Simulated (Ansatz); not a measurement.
# CH5ClOSeSi: the cost of one run

Computed with the Python package of Ansatz 0.2.0. Level of theory: Hartree-Fock/def2-SVP.

## 1. The structure

Bond lengths: C1–O2 1.419 Å, O2–Si3 1.726 Å, Si3–Cl4 2.039 Å, Si3–Se5 2.253 Å, C1–H6 1.042 Å, C1–H7 1.141 Å, C1–H8 1.162 Å, Si3–H9 1.526 Å, Se5–H10 1.552 Å. Angles: C1–O2–Si3 108.3°, O2–C1–H6 115.9°, O2–C1–H7 110.1°, O2–C1–H8 107.6°, H6–C1–H7 111.8°, H6–C1–H8 107.4°, H7–C1–H8 103.2°, O2–Si3–Cl4 109.5°, O2–Si3–Se5 110.4°, O2–Si3–H9 109.7°, Cl4–Si3–Se5 111.8°, Cl4–Si3–H9 107.9°, Se5–Si3–H9 107.5°, Si3–Se5–H10 91.7°.

No structure file is read: the coordinates are typed or built in the script.

## 2. The script

energy_ch5closesi.py

```python
import logging
import sys

import ansatz as az
import numpy as np

logging.basicConfig(stream=sys.stdout, format="%(levelname)s %(message)s")
log = logging.getLogger("ansatz_job")
log.setLevel(logging.INFO)

BASIS = "def2-SVP"
FUNCTIONAL = "HF"


def main() -> None:
    ch5closesi = (
        az.Crystal.molecule()
        .atom("C", [0.9754, 1.1389, -0.7227])
        .atom("O", [-0.0137, 0.2551, -1.2263])
        .atom("Si", [-0.4201, -0.8693, 0.0186])
        .atom("Cl", [-1.1881, -2.5636, -0.8166])
        .atom("Se", [-1.855, 0.0663, 1.4826])
        .atom("H", [1.885, 0.7026, -0.463])
        .atom("H", [0.5468, 1.7633, 0.1302])
        .atom("H", [1.1922, 1.9296, -1.5462])
        .atom("H", [0.8368, -1.256, 0.7929])
        .atom("H", [-1.8763, -1.218, 2.3535])
    )

    setup = ch5closesi.calculation().basis(gaussian=BASIS).functional(FUNCTIONAL).forces()
    result = setup.run(threads=1)
    r = result.report

    for key in ("converged", "free_energy_ev", "reference_energy_ev", "n_frozen", "n_occupied", "n_virtual"):
        log.info(f"{key:22s} {r[key]}")

    symbols = [site.symbol for site in ch5closesi.cartesian_sites]
    log.info("forces (eV/A)")
    for symbol, f in zip(symbols, r["forces_ev_ang"]):
        log.info(f"  {symbol:2s} {f[0]:9.4f} {f[1]:9.4f} {f[2]:9.4f}")

    charges = r["charge_distribution"]
    dipole = np.array(charges["dipole_moment_e_ang"]) * 4.803205
    log.info("dipole (D): {:.3f} {:.3f} {:.3f}, length {:.3f}".format(*dipole, np.linalg.norm(dipole)))
    log.info("atom  Mulliken   Lowdin")
    for symbol, m, l in zip(symbols, charges["mulliken_charges_e"], charges["lowdin_charges_e"]):
        log.info(f"{symbol:4s} {m:9.3f} {l:8.3f}")


if __name__ == "__main__":
    main()
```

## 3. Launch

On the command line:

```console
$ python energy_ch5closesi.py
```

Q: Estimate wall time and peak memory on 1 thread of Arm Neoverse V2, shared host.

About 4.3 s, with a peak of 0.34 GiB.
